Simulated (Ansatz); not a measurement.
# LiRh: the cost of one run

Method: DFT PBEsol, scalar-relativistic, plane waves, PAW, in Ansatz 0.2.0.

1 further run of the same task is left out (set aside as unsound or not needed).

**1. Starting point**

The structure is hexagonal, space group P-6m2 (No. 187). Conventional cell: a = 2.626 Å, b = 2.626 Å, c = 4.326 Å, α = 90.00°, β = 90.00°, γ = 120.00°. Around Li (site symmetry -6m2) lie 6 Li at 2.63 Å and 6 Rh at 2.64 Å. Rh (site symmetry -6m2) has 6 Rh at 2.63 Å and 6 Li at 2.64 Å as nearest neighbours.

Structure file:

```cif
data_structure
_symmetry_space_group_name_H-M 'P-6m2'
_symmetry_Int_Tables_number 187
_cell_length_a 2.6257
_cell_length_b 2.6257
_cell_length_c 4.3260
_cell_angle_alpha 90.000
_cell_angle_beta 90.000
_cell_angle_gamma 120.000
_cell_volume 25.83
loop_
_atom_site_label
_atom_site_type_symbol
_atom_site_symmetry_multiplicity
_atom_site_Wyckoff_symbol
_atom_site_fract_x
_atom_site_fract_y
_atom_site_fract_z
_atom_site_occupancy
Li1 Li 1 b 0.00000 0.00000 0.50000 1
Rh1 Rh 1 e 0.66667 0.33333 0.00000 1
```

It goes back to an entry of the Materials Project, which need not be the stable form.

It is the result of an earlier relaxation at this level (volume 12.91 Å³/atom; gap on the mesh: none (metal)).

**2. Bands, states and charges**

File input.yaml:

```yaml
crystal:
  lattice:
    - [2.6256578459, 0.0, 0.0]
    - [-1.3128289229, 2.2738863962, 0.0]
    - [0.0, 0.0, 4.3259966142]
  atoms:
    - { symbol: Li, position: [0.0, 0.0, 0.5] }
    - { symbol: Rh, position: [0.6666666667, 0.3333333333, 0.0] }
basis:
  ecutwfc: 420
kpoints:
  mp_grid: { grid: [18, 18, 10] }
  band_path:
    path:
      - [[0.0, 0.0, 0.0], [0.5, 0.0, 0.0], [0.33333333, 0.33333333, 0.0], [0.0, 0.0, 0.0], [0.0, 0.0, 0.5], [0.5, 0.0, 0.5], [0.33333333, 0.33333333, 0.5], [0.0, 0.0, 0.5]]
      - [[0.5, 0.0, 0.5], [0.5, 0.0, 0.0]]
      - [[0.33333333, 0.33333333, 0.5], [0.33333333, 0.33333333, 0.0]]
    npoints: 14
hamiltonian:
  xc: pbesol
scf:
  occupations: { method: gaussian, width: 0.1 }
  n_extra_bands: 6
output:
  forces: true
  stress: true
  eigenvalues: true
  populations: true
  dos: { projected: true, de: 0.02, nscf_kmesh: { grid: [27, 27, 15] } }
  bader: true
  write_density: true
  write_potential: true
  elf: true
  volumetric_format: npy
checkpoint:
  read: start.run
  write: ck
  compress: false
  write_wavefunctions: false
  write_every: 100000
```

The run is started by

```
ansatz run input.yaml --threads 1 --pin off --max-ram 2560MiB --backend cpu --events-out ev --progress --plain --runs-dir out
```

Q: Estimate wall time and peak memory on 1 thread of AMD EPYC (Zen 3), shared host.

About 86 s, with a peak of 0.43 GiB.
